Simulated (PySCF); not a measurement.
# B₂F₂GeH₄: NMR shifts at several levels of theory, part 2 of 2

PySCF 2.14.0. Atoms count from 0.

**7. Nuclear shieldings: OPBE/pcSseg-2**

What the job is given:

```
{"job": {"kind": "nmr", "xc": "OPBE", "basis": "pcSseg-2", "pop": false}, "charge": 0, "multiplicity": 1}
B      1.569805    -0.657731     0.071523
Ge     0.091654     0.705380    -0.330643
B     -1.685998    -0.314068     0.018216
F     -2.187981    -0.431901     1.231149
F     -2.342133    -0.905921    -0.959109
H      1.966666    -0.811929     1.200641
H      2.004640    -1.367554    -0.802413
H      0.129579     1.923513     0.611314
H      0.089878     1.190312    -1.791742
```

With the program's defaults for keys left out, this is: GIAO OPBE/pcSseg-2 NMR shielding, non-relativistic, gas phase.

The program printed:

```text
coarse grid: 38264 points
cycle   1  E = -2329.3656284441  dE = -4.341e-01  |g| = 1.121e+00  |ddm| = 2.094e+00
cycle   2  E = -2329.1371621441  dE =  2.285e-01  |g| = 1.690e+00  |ddm| = 8.701e-01
cycle   3  E = -2329.4507028328  dE = -3.135e-01  |g| = 2.542e-01  |ddm| = 6.669e-01
cycle   4  E = -2329.4605608756  dE = -9.858e-03  |g| = 1.031e-01  |ddm| = 1.364e-01
cycle   5  E = -2329.4615070695  dE = -9.462e-04  |g| = 1.337e-02  |ddm| = 3.269e-02
cycle   6  E = -2329.4615365431  dE = -2.947e-05  |g| = 2.620e-03  |ddm| = 1.292e-02
cycle   7  E = -2329.4615383555  dE = -1.812e-06  |g| = 6.601e-04  |ddm| = 3.080e-03
final grid: 80152 points
cycle   8  E = -2329.4615419103  dE = -2.847e-08  |g| = 8.941e-04  |ddm| = 2.798e-03
cycle   9  E = -2329.4615416379  dE =  2.723e-07  |g| = 1.419e-03  |ddm| = 1.689e-03
cycle  10  E = -2329.4615421473  dE = -5.093e-07  |g| = 1.842e-04  |ddm| = 9.192e-04
cycle  11  E = -2329.4615421541  dE = -6.782e-09  |g| = 2.434e-05  |ddm| = 1.117e-04
cycle  12  E = -2329.4615421542  dE = -9.095e-11  |g| = 9.597e-06  |ddm| = 1.862e-05
converged SCF energy = -2329.4615421542

GIAO shielding tensors (ppm)
atom      isotropic    diamagn.    paramagn.     s11        s22        s33       span
  0 B      -19.974     190.386    -210.360   -149.932    -48.759    138.769    288.701
  1 Ge    1650.250    2761.988   -1111.738   1598.034   1644.687   1708.028    109.994
  2 B       68.023     191.401    -123.378     45.244     75.047     83.779     38.535
  3 F      183.089     468.815    -285.726    -31.294    259.974    320.586    351.880
  4 F      182.308     468.335    -286.026    -31.195    260.581    317.539    348.733
  5 H       20.566      28.767      -8.201      7.640     26.562     27.497     19.856
  6 H       20.561      28.629      -8.068      7.720     26.550     27.414     19.694
  7 H       27.207      29.962      -2.755     21.290     22.673     37.658     16.367
  8 H       27.277      29.950      -2.672     21.462     22.553     37.816     16.354
```

Wall time 36 s (1 thread of Arm Neoverse V1, shared host); peak memory 1.1 GiB.

In short: δ B0 117.7, B2 29.7, Ge1 -335, F3 -27.6, H5 10.64, H7 3.96 ppm (means over like atoms).

**8. NMR shieldings: KT2/pcSseg-2**

The job, as its differences from that of step 7:

```diff
@@ -1,2 +1,2 @@
-{"job": {"kind": "nmr", "xc": "OPBE", "basis": "pcSseg-2", "pop": false}, "charge": 0, "multiplicity": 1}
+{"job": {"kind": "nmr", "xc": "KT2", "basis": "pcSseg-2", "pop": false}, "charge": 0, "multiplicity": 1}
 B      1.569805    -0.657731     0.071523
```

Method: GIAO KT2/pcSseg-2 NMR shielding, non-relativistic, gas phase.

The program printed:

```text
coarse grid: 38264 points
cycle   1  E = -2341.0239491483  dE = -3.615e-01  |g| = 9.989e-01  |ddm| = 1.992e+00
cycle   2  E = -2340.6688966897  dE =  3.551e-01  |g| = 1.794e+00  |ddm| = 1.037e+00
cycle   3  E = -2341.1306669854  dE = -4.618e-01  |g| = 1.898e-01  |ddm| = 8.031e-01
cycle   4  E = -2341.1365426887  dE = -5.876e-03  |g| = 7.859e-02  |ddm| = 1.216e-01
cycle   5  E = -2341.1371069840  dE = -5.643e-04  |g| = 1.466e-02  |ddm| = 3.188e-02
cycle   6  E = -2341.1371428933  dE = -3.591e-05  |g| = 3.337e-03  |ddm| = 1.255e-02
cycle   7  E = -2341.1371454292  dE = -2.536e-06  |g| = 1.177e-03  |ddm| = 3.584e-03
final grid: 80152 points
cycle   8  E = -2341.1371553981  dE =  7.307e-07  |g| = 2.053e-03  |ddm| = 2.845e-03
cycle   9  E = -2341.1371526877  dE =  2.710e-06  |g| = 3.806e-03  |ddm| = 4.234e-03
cycle  10  E = -2341.1371566494  dE = -3.962e-06  |g| = 3.538e-04  |ddm| = 2.565e-03
cycle  11  E = -2341.1371566787  dE = -2.936e-08  |g| = 4.321e-05  |ddm| = 2.277e-04
cycle  12  E = -2341.1371566792  dE = -4.493e-10  |g| = 1.331e-05  |ddm| = 3.430e-05
converged SCF energy = -2341.1371566792

GIAO shielding tensors (ppm)
atom      isotropic    diamagn.    paramagn.     s11        s22        s33       span
  0 B      -21.744     191.573    -213.317   -154.071    -49.585    138.425    292.496
  1 Ge    1672.236    2763.377   -1091.141   1625.398   1657.717   1733.593    108.195
  2 B       68.772     194.676    -125.904     46.633     74.507     85.176     38.543
  3 F      173.522     466.541    -293.019    -45.613    261.275    304.904    350.517
  4 F      172.802     466.055    -293.254    -45.216    262.048    301.573    346.789
  5 H       20.582      28.752      -8.170      7.663     26.517     27.566     19.903
  6 H       20.578      28.601      -8.023      7.743     26.503     27.489     19.746
  7 H       27.164      28.972      -1.808     21.292     22.603     37.597     16.305
  8 H       27.230      28.987      -1.757     21.456     22.485     37.750     16.294
```

Run time: 35 s. Hardware: 1 thread of Arm Neoverse V1, shared host; peak memory 0.88 GiB.

In short: δ B0 120.0, B2 29.5, Ge1 -341, F3 -36.8, H5 10.60, H7 3.98 ppm (means over like atoms).

**9. Nuclear shieldings: KT3/pcSseg-2**

The job, as its differences from that of step 8:

```diff
@@ -1,2 +1,2 @@
-{"job": {"kind": "nmr", "xc": "KT2", "basis": "pcSseg-2", "pop": false}, "charge": 0, "multiplicity": 1}
+{"job": {"kind": "nmr", "xc": "KT3", "basis": "pcSseg-2", "pop": false}, "charge": 0, "multiplicity": 1}
 B      1.569805    -0.657731     0.071523
```

Method: GIAO KT3/pcSseg-2 NMR shielding, non-relativistic, gas phase.

The program printed:

```text
coarse grid: 38264 points
cycle   1  E = -2340.1875360141  dE = -3.814e-01  |g| = 9.861e-01  |ddm| = 2.001e+00
cycle   2  E = -2339.8397150807  dE =  3.478e-01  |g| = 1.760e+00  |ddm| = 1.041e+00
cycle   3  E = -2340.2965085762  dE = -4.568e-01  |g| = 1.734e-01  |ddm| = 7.904e-01
cycle   4  E = -2340.3015296732  dE = -5.021e-03  |g| = 6.930e-02  |ddm| = 1.180e-01
cycle   5  E = -2340.3020253334  dE = -4.957e-04  |g| = 1.378e-02  |ddm| = 3.256e-02
cycle   6  E = -2340.3020549405  dE = -2.961e-05  |g| = 3.191e-03  |ddm| = 1.152e-02
cycle   7  E = -2340.3020572818  dE = -2.341e-06  |g| = 1.105e-03  |ddm| = 3.515e-03
final grid: 80152 points
cycle   8  E = -2340.3020715178  dE =  4.587e-07  |g| = 1.804e-03  |ddm| = 2.831e-03
cycle   9  E = -2340.3020697783  dE =  1.740e-06  |g| = 3.249e-03  |ddm| = 3.529e-03
cycle  10  E = -2340.3020724272  dE = -2.649e-06  |g| = 3.481e-04  |ddm| = 2.063e-03
cycle  11  E = -2340.3020724562  dE = -2.900e-08  |g| = 3.747e-05  |ddm| = 2.319e-04
cycle  12  E = -2340.3020724566  dE = -3.492e-10  |g| = 1.275e-05  |ddm| = 3.174e-05
converged SCF energy = -2340.3020724566

GIAO shielding tensors (ppm)
atom      isotropic    diamagn.    paramagn.     s11        s22        s33       span
  0 B      -15.723     190.189    -205.912   -143.017    -41.044    136.892    279.909
  1 Ge    1667.722    2763.497   -1095.775   1613.454   1669.025   1720.688    107.234
  2 B       69.209     192.709    -123.500     46.626     75.060     85.942     39.316
  3 F      185.656     469.010    -283.354    -27.387    270.665    313.690    341.077
  4 F      184.815     468.490    -283.675    -27.360    271.253    310.553    337.913
  5 H       21.165      28.947      -7.782      8.789     26.843     27.863     19.074
  6 H       21.160      28.793      -7.634      8.867     26.829     27.783     18.916
  7 H       27.558      29.724      -2.167     21.720     23.046     37.907     16.187
  8 H       27.623      29.718      -2.094     21.882     22.923     38.065     16.184
```

It took 36 s on 1 thread of Arm Neoverse V1, shared host; peak memory 0.88 GiB.

In short: δ B0 114.4, B2 29.4, Ge1 -332, F3 -38.3, H5 10.19, H7 3.76 ppm (means over like atoms).

**10. NMR shieldings: B97-D/pcSseg-2**

The job, as its differences from that of step 9:

```diff
@@ -1,2 +1,2 @@
-{"job": {"kind": "nmr", "xc": "KT3", "basis": "pcSseg-2", "pop": false}, "charge": 0, "multiplicity": 1}
+{"job": {"kind": "nmr", "xc": "B97-D", "basis": "pcSseg-2", "pop": false}, "charge": 0, "multiplicity": 1}
 B      1.569805    -0.657731     0.071523
```

Level: GIAO B97-D/pcSseg-2 NMR shielding, non-relativistic, gas phase.

The program printed:

```text
coarse grid: 38264 points
cycle   1  E = -2329.8254202186  dE = -4.154e-01  |g| = 1.103e+00  |ddm| = 2.047e+00
cycle   2  E = -2329.5351810438  dE =  2.902e-01  |g| = 1.787e+00  |ddm| = 9.241e-01
cycle   3  E = -2329.9215705814  dE = -3.864e-01  |g| = 2.488e-01  |ddm| = 7.229e-01
cycle   4  E = -2329.9309606087  dE = -9.390e-03  |g| = 1.008e-01  |ddm| = 1.309e-01
cycle   5  E = -2329.9317316075  dE = -7.710e-04  |g| = 1.461e-02  |ddm| = 2.996e-02
cycle   6  E = -2329.9317650601  dE = -3.345e-05  |g| = 2.895e-03  |ddm| = 1.326e-02
cycle   7  E = -2329.9317672197  dE = -2.160e-06  |g| = 7.152e-04  |ddm| = 3.293e-03
final grid: 80152 points
cycle   8  E = -2329.9317841901  dE =  5.593e-08  |g| = 1.265e-03  |ddm| = 2.410e-03
cycle   9  E = -2329.9317834875  dE =  7.027e-07  |g| = 2.356e-03  |ddm| = 2.025e-03
cycle  10  E = -2329.9317845469  dE = -1.059e-06  |g| = 2.224e-04  |ddm| = 1.145e-03
cycle  11  E = -2329.9317845601  dE = -1.326e-08  |g| = 3.947e-05  |ddm| = 1.700e-04
cycle  12  E = -2329.9317845603  dE = -2.060e-10  |g| = 1.199e-05  |ddm| = 1.970e-05
converged SCF energy = -2329.9317845603

GIAO shielding tensors (ppm)
atom      isotropic    diamagn.    paramagn.     s11        s22        s33       span
  0 B      -18.960     191.099    -210.060   -147.198    -44.093    134.409    281.607
  1 Ge    1608.916    2760.893   -1151.977   1557.154   1602.817   1666.778    109.624
  2 B       65.765     192.829    -127.064     41.272     72.372     83.650     42.379
  3 F      188.726     468.016    -279.290    -22.516    265.660    323.034    345.550
  4 F      187.863     467.543    -279.679    -22.626    266.235    319.982    342.609
  5 H       21.158      29.136      -7.977      8.658     26.907     27.910     19.252
  6 H       21.154      29.004      -7.850      8.738     26.894     27.830     19.093
  7 H       27.456      29.291      -1.836     21.615     22.962     37.790     16.175
  8 H       27.520      29.301      -1.781     21.773     22.838     37.949     16.176
```

It took 36 s on 1 thread of Arm Neoverse V1, shared host; peak memory 0.88 GiB.

This run: δ B0 115.3, B2 30.6, Ge1 -345, F3 -34.1, H5 10.24, H7 3.91 ppm (means over like atoms).

**11. Nuclear shieldings: B3LYP/pcSseg-2**

The job, as its differences from that of step 10:

```diff
@@ -1,2 +1,2 @@
-{"job": {"kind": "nmr", "xc": "B97-D", "basis": "pcSseg-2", "pop": false}, "charge": 0, "multiplicity": 1}
+{"job": {"kind": "nmr", "xc": "B3LYP", "basis": "pcSseg-2", "pop": false}, "charge": 0, "multiplicity": 1}
 B      1.569805    -0.657731     0.071523
```

With the program's defaults for keys left out, this is: GIAO B3LYP/pcSseg-2 NMR shielding, non-relativistic, gas phase.

The program printed:

```text
coarse grid: 38264 points
cycle   1  E = -2328.9705127467  dE = -4.065e-01  |g| = 1.246e+00  |ddm| = 2.010e+00
cycle   2  E = -2328.8107180592  dE =  1.598e-01  |g| = 1.678e+00  |ddm| = 8.029e-01
cycle   3  E = -2329.0785044229  dE = -2.678e-01  |g| = 1.734e-01  |ddm| = 5.613e-01
cycle   4  E = -2329.0823774150  dE = -3.873e-03  |g| = 7.853e-02  |ddm| = 8.170e-02
cycle   5  E = -2329.0829283850  dE = -5.510e-04  |g| = 7.152e-03  |ddm| = 2.235e-02
cycle   6  E = -2329.0829352001  dE = -6.815e-06  |g| = 1.288e-03  |ddm| = 6.095e-03
final grid: 80152 points
cycle   7  E = -2329.0829280386  dE = -9.691e-08  |g| = 1.751e-03  |ddm| = 2.660e-03
cycle   8  E = -2329.0829278489  dE =  1.897e-07  |g| = 2.691e-03  |ddm| = 2.149e-03
cycle   9  E = -2329.0829284623  dE = -6.135e-07  |g| = 1.747e-04  |ddm| = 9.010e-04
cycle  10  E = -2329.0829284724  dE = -1.006e-08  |g| = 2.117e-05  |ddm| = 1.946e-04
cycle  11  E = -2329.0829284725  dE = -1.000e-10  |g| = 4.749e-06  |ddm| = 1.310e-05
converged SCF energy = -2329.0829284725

GIAO shielding tensors (ppm)
atom      isotropic    diamagn.    paramagn.     s11        s22        s33       span
  0 B      -30.397     189.653    -220.050   -169.369    -57.643    135.821    305.190
  1 Ge    1632.425    2757.183   -1124.758   1579.352   1633.319   1684.605    105.253
  2 B       62.296     191.992    -129.696     31.734     72.635     82.519     50.786
  3 F      189.795     467.995    -278.200    -29.472    269.992    328.865    358.337
  4 F      188.804     467.525    -278.721    -29.901    270.368    325.947    355.848
  5 H       20.851      28.945      -8.094      7.762     26.839     27.954     20.192
  6 H       20.849      28.851      -8.002      7.844     26.823     27.879     20.035
  7 H       27.530      29.023      -1.494     21.604     23.006     37.979     16.375
  8 H       27.584      29.041      -1.457     21.769     22.863     38.119     16.350
```

It took 28 s on 1 thread of Arm Neoverse V1, shared host; peak memory 1 GiB.

This run: δ B0 126.8, B2 34.1, Ge1 -339, F3 -19.6, H5 10.54, H7 3.83 ppm (means over like atoms).

**12. Side by side: NMR shifts**

Shifts (ppm), means over like atoms, with basis size and wall time:

```tsv
run	H5	H7	B0	B2	Ge1	F3	functions	time
HF/pcSseg-2	10.00	3.45	113.8	33.9	-300	-1.6	263	18 s
LDA/pcSseg-2	11.52	4.38	142.2	33.4	-352	-20.6	263	31 s
PBE/pcSseg-2	10.92	4.05	128.9	32.0	-344	-24.6	263	35 s
BLYP/pcSseg-2	10.61	3.94	127.6	32.9	-348	-28.3	263	36 s
BP86/pcSseg-2	10.78	4.05	126.0	31.9	-345	-26.7	263	38 s
OPBE/pcSseg-2	10.64	3.96	117.7	29.7	-335	-27.6	263	36 s
KT2/pcSseg-2	10.60	3.98	120.0	29.5	-341	-36.8	263	35 s
KT3/pcSseg-2	10.19	3.76	114.4	29.4	-332	-38.3	263	36 s
B97-D/pcSseg-2	10.24	3.91	115.3	30.6	-345	-34.1	263	36 s
B3LYP/pcSseg-2	10.54	3.83	126.8	34.1	-339	-19.6	263	28 s
```

**13. Summary of results**

The summary covers parts 1 to 2.

| quantity | value |
| --- | --- |
| 1H shifts against TMS (HF/pcSseg-2, means over atoms taken as alike) | 10.00, 3.45 ppm |
| 11B shifts against BF3·OEt2 (HF/pcSseg-2) | 113.8, 33.9 ppm |
| 73Ge shifts against GeMe4 (HF/pcSseg-2) | -300 ppm |
| 19F shifts against CFCl3 (HF/pcSseg-2, means over atoms taken as alike) | -1.6 ppm |
| range of the shift of Ge1 | -352 to -300 ppm |

Single values in the summary come from the first run of each kind that ended normally (HF/pcSseg-2), which need not be the best level. At HF/pcSseg-2: The widest tensor belongs to F3, F4: span 321 ppm, with a paramagnetic part of -220 ppm. In ppm, Ge1 moves most: its shift spreads over 52 ppm, from -352 (LDA/pcSseg-2) to -300 (HF/pcSseg-2). Spin-orbit coupling is left out, which matters for shieldings and couplings at and beside the heavy atoms.
